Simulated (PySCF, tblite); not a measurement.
# C₃H₁₀Al₂Cl₂: dynamics, then NMR shifts on frames

Aim: move C₃H₁₀Al₂Cl₂ (`CC[CH2][AlH-]1[Cl+][AlH2-][Cl+]1`) away from its starting geometry and see how NMR shifts follow the geometry.

Computed with tblite 0.8.0 and PySCF 2.14.0, with density-fitted response routines of our own, on a single molecule in the gas phase. Atoms are numbered from 0 throughout.

## (1) Starting geometry

17 atoms, charge 0, multiplicity 1; geometry from: GFN2-xTB.

Bonds of the start (Å): C0–C1 1.52, C1–C2 1.54, C2–Al3 1.99, Al3–Cl4 2.23, Cl4–Al5 2.17, Al5–Cl6 2.18, Cl6–Al3 2.22, C0–H7 1.09, C0–H8 1.10, C0–H9 1.09, C1–H10 1.09, C1–H11 1.09, C2–H12 1.10, C2–H13 1.10, Al3–H14 1.54, Al5–H15 1.54, Al5–H16 1.54.

## (2) Dynamics with GFN2-xTB

Job settings and geometry (Å):

```
{"job": {"kind": "md", "xc": "GFN2-xTB", "basis": "xTB", "temperature": 400, "steps": 2000, "every": 50, "frames": 5}, "charge": 0, "multiplicity": 1}
C     -2.072048     0.731012     0.664605
C     -2.059749    -0.404437    -0.345684
C     -0.722130    -1.159976    -0.272408
Al     0.625151     0.261038    -0.607367
Cl     1.754416     0.874729     1.215275
Al     3.605903     0.119808     0.363969
Cl     2.542887    -0.490034    -1.435123
H     -1.978004     0.343818     1.676929
H     -1.217144     1.391288     0.470561
H     -2.984167     1.319035     0.598319
H     -2.183384     0.013965    -1.348710
H     -2.904791    -1.074276    -0.162078
H     -0.736629    -1.973234    -1.011420
H     -0.665519    -1.664933     0.703543
H      0.418174     1.569348    -1.397488
H      4.027237    -1.143921     1.141806
H      4.542800     1.298800     0.034285
```

Method: GFN2-xTB Langevin dynamics, gas phase.

On the command line:

```console
$ OMP_NUM_THREADS=1 python probes_run.py task.json out
```

One launch serves the whole session: the jobs run in the order shown.

Log:

```text
t/fs     T/K      E/eV
    0.0   345.3   -624.63661
   25.0   279.5   -624.29140
   50.0   278.5   -624.00807
   75.0   296.3   -623.84705
  100.0   237.8   -623.91697
  125.0   329.7   -623.85873
  150.0   293.3   -623.95136
  175.0   293.9   -624.03293
  200.0   264.9   -623.94212
  225.0   307.4   -623.96444
  250.0   367.5   -623.97366
  275.0   355.4   -624.09825
  300.0   320.1   -623.84136
  325.0   410.7   -623.89529
  350.0   386.3   -623.75048
  375.0   395.5   -623.67468
  400.0   468.3   -623.84840
  425.0   522.1   -623.85730
  450.0   310.3   -623.36076
  475.0   511.5   -623.63335
  500.0   578.0   -623.68934
  525.0   455.0   -623.51716
  550.0   365.6   -623.63295
  575.0   563.1   -623.94254
  600.0   477.5   -623.80693
  625.0   260.1   -623.52345
  650.0   450.1   -623.67258
  675.0   456.1   -623.60353
  700.0   351.6   -623.52268
  725.0   438.7   -623.74239
  750.0   414.8   -623.84061
  775.0   375.4   -623.91713
  800.0   255.7   -623.54380
  825.0   452.6   -623.74031
  850.0   390.6   -623.84080
  875.0   407.8   -624.07623
  900.0   410.5   -623.82573
  925.0   375.9   -623.87540
  950.0   289.7   -623.88951
  975.0   412.1   -623.96029
 1000.0   377.2   -623.88087
```

It took 20 s on 1 thread, shared host.

Distance from the start (root mean square after alignment): 0 fs 0.00 Å, 200 fs 0.46 Å, 400 fs 0.38 Å, 600 fs 0.46 Å, 800 fs 0.96 Å, 1000 fs 1.09 Å.

Positions (Å) and forces (eV/Å) at 1000 fs:

```xyz
17

C    -2.654    2.334    0.939    1.502   -1.589    0.432
C    -3.034    0.810    0.929    0.111    0.709    0.354
C    -2.165    0.007   -0.085   -1.157    0.600   -0.340
Al   -0.394    0.759   -0.396    1.254   -0.595    0.742
Cl    1.020    1.790    1.089   -0.354   -0.063   -0.225
Al    2.357    0.124    1.376    0.408   -0.008   -1.403
Cl    1.392   -0.929   -0.361   -0.368    0.641    0.460
H    -1.601    2.329    1.375   -0.983    0.300   -0.360
H    -2.521    2.713   -0.096   -0.692    0.026    0.765
H    -3.291    2.872    1.646    0.088    0.162   -0.749
H    -4.116    0.702    0.703    0.560   -0.025    0.178
H    -2.824    0.408    1.975   -0.426    0.414   -1.268
H    -2.541    0.104   -1.155    0.098    0.608    0.676
H    -2.477   -1.000    0.078    0.406   -1.177    0.384
H    -0.020    1.463   -1.649    0.111    0.383   -0.580
H     1.885   -0.516    2.652    0.061   -0.248    0.525
H     3.840    0.497    0.855   -0.618   -0.138    0.410
```

## (3) Shielding tensors: 250 fs, PBE0/pcSseg-1

Job settings and geometry (Å):

```
{"job": {"kind": "nmr", "xc": "PBE0", "basis": "pcSseg-1", "pop": false}, "charge": 0, "multiplicity": 1}
C     -2.306000     0.968000     0.724800
C     -2.428400    -0.435200     0.172800
C     -1.021500    -0.973900    -0.178700
Al     0.344700     0.259400    -0.719700
Cl     1.408700     1.288600     1.174900
Al     3.114300     0.110300     0.554200
Cl     2.082200    -0.983000    -1.190100
H     -1.848900     0.931000     1.746000
H     -1.671600     1.539900     0.046800
H     -3.248600     1.621000     0.834000
H     -3.003800    -0.439500    -0.802000
H     -3.003000    -1.055000     0.830300
H     -1.175000    -1.888100    -0.750500
H     -0.682200    -1.392600     0.851600
H      0.450700     1.314000    -1.841700
H      3.622900    -0.620900     1.801300
H      4.163000     0.766700    -0.447200
```

Level: GIAO PBE0/pcSseg-1 NMR shielding, non-relativistic, gas phase.

Log:

```text
coarse grid: 15960 points
cycle   1  E = -1524.8736026461  dE =  3.808e-01  |g| = 4.484e-01  |ddm| = 3.597e+00
cycle   2  E = -1524.8640922629  dE =  9.510e-03  |g| = 4.980e-01  |ddm| = 9.077e-01
cycle   3  E = -1524.9291054368  dE = -6.501e-02  |g| = 5.076e-02  |ddm| = 4.972e-01
cycle   4  E = -1524.9297198938  dE = -6.145e-04  |g| = 2.066e-02  |ddm| = 7.626e-02
cycle   5  E = -1524.9298154742  dE = -9.558e-05  |g| = 3.335e-03  |ddm| = 2.311e-02
cycle   6  E = -1524.9298182089  dE = -2.735e-06  |g| = 1.077e-03  |ddm| = 4.211e-03
final grid: 134616 points
cycle   7  E = -1524.9680196260  dE = -3.393e-05  |g| = 7.328e-03  |ddm| = 2.291e-02
cycle   8  E = -1524.9680141431  dE =  5.483e-06  |g| = 8.289e-03  |ddm| = 1.257e-02
cycle   9  E = -1524.9680316337  dE = -1.749e-05  |g| = 6.969e-04  |ddm| = 7.151e-03
cycle  10  E = -1524.9680317230  dE = -8.928e-08  |g| = 1.520e-04  |ddm| = 7.654e-04
cycle  11  E = -1524.9680317285  dE = -5.474e-09  |g| = 3.938e-05  |ddm| = 1.866e-04
cycle  12  E = -1524.9680317288  dE = -3.392e-10  |g| = 1.187e-05  |ddm| = 4.241e-05
converged SCF energy = -1524.9680317288

GIAO shielding tensors (ppm)
atom      isotropic    diamagn.    paramagn.     s11        s22        s33       span
  0 C      155.219     251.391     -96.172    128.724    161.701    175.231     46.507
  1 C      162.626     244.605     -81.978    152.230    162.922    172.727     20.497
  2 C      162.709     252.605     -89.897    137.667    163.337    187.122     49.455
  3 Al     396.276     796.491    -400.215    306.804    357.848    524.175    217.371
  4 Cl     935.149    1151.402    -216.253    860.694    940.591   1004.163    143.470
  5 Al     412.251     793.103    -380.852    363.912    383.842    488.998    125.085
  6 Cl     924.054    1151.051    -226.997    839.326    952.124    980.712    141.386
  7 H       29.352      30.625      -1.273     25.740     29.186     33.130      7.390
  8 H       31.054      32.264      -1.210     27.068     31.850     34.245      7.177
  9 H       28.541      26.284       2.257     24.259     25.374     35.991     11.732
 10 H       29.117      28.259       0.858     24.166     27.518     35.666     11.501
 11 H       30.446      29.401       1.045     25.670     28.313     37.355     11.685
 12 H       30.501      31.627      -1.126     24.522     30.417     36.563     12.041
 13 H       29.347      31.458      -2.111     25.124     30.157     32.762      7.638
 14 H       26.723      29.093      -2.371     23.122     24.631     32.415      9.293
 15 H       27.071      27.982      -0.911     23.444     24.563     33.207      9.763
 16 H       26.417      27.095      -0.678     22.463     24.657     32.130      9.667
```

Run time: 41 s. Hardware: 1 thread, shared host.

Shifts follow as δ = σ(reference) − σ, with reference shieldings (ppm) from runs at the same level and on the same kind of geometry: ¹H TMS 31.72, ¹³C TMS 186.9, ²⁷Al AlH4- 490.0, ³⁵Cl HCl 950. The references are single molecules in the gas phase. Shifts against hydride references such as AlH4− lie on their own scale. Each atom is listed at this fixed geometry, with no averaging over motion; a spectrum would average atoms that exchange fast.

| atoms | environment | σ (ppm) | δ (ppm) |
| --- | --- | --- | --- |
| C0 | methyl carbon | 155.2 | 31.7 |
| C1 | sp3 CH2 | 162.6 | 24.3 |
| C2 | sp3 CH2 bonded to Al | 162.7 | 24.2 |
| H16 | hydrogen on an aluminium bonded to 2 Cl, in a 4-membered ring | 26.42 | 5.30 |
| H14 | hydrogen on an aluminium bonded to C, 2 Cl, in a 4-membered ring | 26.72 | 4.99 |
| H15 | hydrogen on an aluminium bonded to 2 Cl, in a 4-membered ring | 27.07 | 4.65 |
| H9 | hydrogen on a methyl carbon | 28.54 | 3.18 |
| H10 | hydrogen on an sp3 CH2 | 29.12 | 2.60 |
| H13 | hydrogen on an sp3 CH2 bonded to Al | 29.35 | 2.37 |
| H7 | hydrogen on a methyl carbon | 29.35 | 2.36 |
| H11 | hydrogen on an sp3 CH2 | 30.45 | 1.27 |
| H12 | hydrogen on an sp3 CH2 bonded to Al | 30.50 | 1.22 |
| H8 | hydrogen on a methyl carbon | 31.05 | 0.66 |
| Al3 | aluminium bonded to C, 2 Cl, H, in a 4-membered ring | 396.3 | 93.7 |
| Al5 | aluminium bonded to 2 Cl, 2 H, in a 4-membered ring | 412.3 | 77.7 |
| Cl6 | chlorine bonded to 2 Al, in a 4-membered ring | 924 | 26 |
| Cl4 | chlorine bonded to 2 Al, in a 4-membered ring | 935 | 15 |

Orbitals, density, ELF and potential are computed afterwards from the orbital file.

Frontier orbitals at PBE0/pcSseg-1, with the share of their density that lies nearest to each atom:

| orbital | energy (eV) | lies on |
| --- | --- | --- |
| HOMO | -8.00 | H16 35 %; H15 17 %; Cl6 11 % |
| LUMO | -0.58 | Al3, Al5 about 17 % each; H15 13 %; Cl4, Cl6 about 11 % each |

ELF in a plane through or near 7 of the atoms.

Ten even steps from '0' (0.00) to '9' (1.00):
```
0000000000000000000000000000
0000000000000000000000000000
0000000000000000000000000000
0000000012100047500000000000
0000000256610099920000000000
0000001478830199910000000000
0000001588830279711100000000
0000001588732628655410000000
0000211377523852932610000000
0004760302111575622410000000
0006982722331231399300000000
0006991108886200412641000000
0004883168158302623998000000
0001451167228301557999100000
0000000058887200114998000000
0000000037874100001672000000
0000000013331000000000000000
0000000000000000000000000000
0000000000000000000000000000
0000000000000000000000000000
```
The map spans 14.2 Å across and 9.5 Å up, centred on the molecule. Atoms in the plane (x, y in Å): C0 (2.0, -1.0), C1 (2.1, 0.5), C2 (0.7, 1.1), Cl4 (-1.7, -1.6), Al5 (-3.4, -0.3), H9 (3.0, -1.7), H12 (0.8, 2.2).

On the surface of density 0.002 e/bohr³ the electrostatic potential runs, from the 1st to the 99th percentile, from -0.72 to 1.61 V.

## (4) Nuclear shieldings: 425 fs, PBE0/pcSseg-1

Job settings and geometry (Å):

```
{"job": {"kind": "nmr", "xc": "PBE0", "basis": "pcSseg-1", "pop": false}, "charge": 0, "multiplicity": 1}
C     -2.423300     1.416000     1.046900
C     -2.579900     0.246700     0.140700
C     -1.449900    -0.757600     0.424700
Al     0.120200    -0.059000    -0.583000
Cl     1.050700     1.207400     1.129300
Al     2.962300     0.276700     0.805600
Cl     2.183300    -0.593300    -1.009600
H     -2.094100     1.172500     2.010800
H     -1.744200     2.179500     0.726500
H     -3.374800     1.941000     1.058000
H     -2.630000     0.468500    -0.951600
H     -3.558200    -0.262900     0.390700
H     -1.854100    -1.627900    -0.019600
H     -1.379200    -0.987900     1.532700
H     -0.224300     1.063300    -1.638000
H      3.177800    -0.779200     1.956800
H      3.963700     1.174500     0.317800
```

With the program's defaults for keys left out, this is: GIAO PBE0/pcSseg-1 NMR shielding, non-relativistic, gas phase.

Log:

```text
coarse grid: 15960 points
cycle   1  E = -1524.8448037039  dE =  6.189e-01  |g| = 4.838e-01  |ddm| = 3.625e+00
cycle   2  E = -1524.8192202654  dE =  2.558e-02  |g| = 5.814e-01  |ddm| = 1.047e+00
cycle   3  E = -1524.9094846115  dE = -9.026e-02  |g| = 6.524e-02  |ddm| = 6.116e-01
cycle   4  E = -1524.9104905735  dE = -1.006e-03  |g| = 2.266e-02  |ddm| = 8.651e-02
cycle   5  E = -1524.9106017631  dE = -1.112e-04  |g| = 4.247e-03  |ddm| = 2.252e-02
cycle   6  E = -1524.9106059084  dE = -4.145e-06  |g| = 1.256e-03  |ddm| = 4.664e-03
final grid: 134616 points
cycle   7  E = -1524.9477687936  dE = -4.076e-05  |g| = 8.146e-03  |ddm| = 2.534e-02
cycle   8  E = -1524.9477608034  dE =  7.990e-06  |g| = 9.538e-03  |ddm| = 1.439e-02
cycle   9  E = -1524.9477840490  dE = -2.325e-05  |g| = 8.905e-04  |ddm| = 8.496e-03
cycle  10  E = -1524.9477842047  dE = -1.556e-07  |g| = 2.492e-04  |ddm| = 9.949e-04
cycle  11  E = -1524.9477842199  dE = -1.522e-08  |g| = 4.243e-05  |ddm| = 2.329e-04
cycle  12  E = -1524.9477842203  dE = -3.943e-10  |g| = 1.451e-05  |ddm| = 5.147e-05
converged SCF energy = -1524.9477842203

GIAO shielding tensors (ppm)
atom      isotropic    diamagn.    paramagn.     s11        s22        s33       span
  0 C      172.217     244.634     -72.417    151.323    172.342    192.987     41.664
  1 C      159.440     247.802     -88.362    149.533    160.332    168.455     18.922
  2 C      163.647     249.935     -86.289    147.420    167.570    175.950     28.530
  3 Al     399.875     795.280    -395.405    318.642    375.355    505.627    186.985
  4 Cl     904.461    1152.823    -248.362    778.306    943.748    991.328    213.022
  5 Al     406.443     796.433    -389.990    349.973    381.265    488.092    138.120
  6 Cl     897.444    1151.381    -253.936    802.464    914.908    974.961    172.497
  7 H       32.028      30.518       1.511     28.587     31.118     36.380      7.793
  8 H       31.034      30.846       0.188     26.818     31.100     35.184      8.366
  9 H       30.454      26.439       4.015     24.774     27.718     38.870     14.096
 10 H       29.338      29.974      -0.636     25.872     27.964     34.179      8.307
 11 H       28.749      28.425       0.325     22.979     27.390     35.879     12.901
 12 H       31.269      32.741      -1.472     25.683     30.416     37.708     12.025
 13 H       30.112      31.075      -0.963     26.937     28.651     34.747      7.810
 14 H       26.697      29.910      -3.212     23.143     25.772     31.177      8.034
 15 H       26.879      28.800      -1.921     23.656     24.452     32.528      8.871
 16 H       28.206      30.230      -2.024     24.287     25.128     35.203     10.917
```

It took 31 s on 1 thread, shared host.

This run: δ C1 27.5, C2 23.3, C0 14.7, Al3 90.1, H14 5.02, H15 4.84 ppm.

[end of part 1 of 2]
